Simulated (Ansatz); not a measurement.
# CH5NSSi, SMILES CS[Si]N: a rigid torsion scan

Computed with Ansatz 0.2.0, Python API.

Run as a notebook:

```python
import ansatz as az
from ase import Atoms
```

```python
atoms = Atoms(["C", "S", "Si", "N", "H", "H", "H", "H", "H"], positions=[
    (-0.4995, 0.4535, -1.7489),
    (0.1769, 0.7361, -0.1269),
    (-0.0784, -1.1621, 0.8106),
    (0.7281, -0.8643, 2.3448),
    (-0.4749, 1.4242, -2.3443),
    (-1.6039, 0.2409, -1.679),
    (0.0129, -0.2786, -2.3079),
    (1.6471, -0.5258, 2.2072),
    (0.1802, -0.0702, 2.8273),
])
```

```python
first = (
    az.Crystal.molecule_from_ase(atoms).calculation()
    .basis(gaussian="def2-SVP")
    .functional("pbe0")
    .relax(force_tolerance=0.02, max_steps=80)
)
atoms.positions = first.run(threads=1).report["positions_ang"]
```

```python
start = atoms.get_dihedral(2, 1, 0, 4)
energies = {}
for turn in range(0, 121, 20):
    turned = atoms.copy()
    turned.set_dihedral(2, 1, 0, 4, start + turn, indices=[0, 4, 5, 6])
    setup = (
        az.Crystal.molecule_from_ase(turned).calculation()
        .basis(gaussian="def2-SVP")
        .correlation("mp2")
    )
    energies[round((start + turn) % 360)] = setup.run(threads=1).report["free_energy_ev"]
floor = min(energies.values())
print("dihedral Si2-S1-C0-H4 (deg)   E - E(min) (eV)")
for angle, e in sorted(energies.items()):
    print(f"{angle:8d} {(e - floor):14.3f}  " + "#" * int(30 * (e - floor) / max(max(energies.values()) - floor, 1e-9)))
```

    dihedral Si2-S1-C0-H4 (deg)   E - E(min) (eV)
         120          0.000
         140          0.006  #######
         160          0.017  ######################
         180          0.022  ##############################
         200          0.018  ########################
         220          0.008  ###########
         240          0.005  ######

Notes:
- The scan is rigid and the energies are electronic, in a modest basis. With rigid groups the curve can differ much from the relaxed path, the start wasn't checked as a minimum of this torsion, and equivalent turns needn't return to the same energy.
- The start is relaxed with a density functional and scanned with the wavefunction method, so it isn't exactly that method's minimum.
- Finished in 69 s on 1 thread of Arm Neoverse V1, on a shared host, peak memory 0.25 GiB.
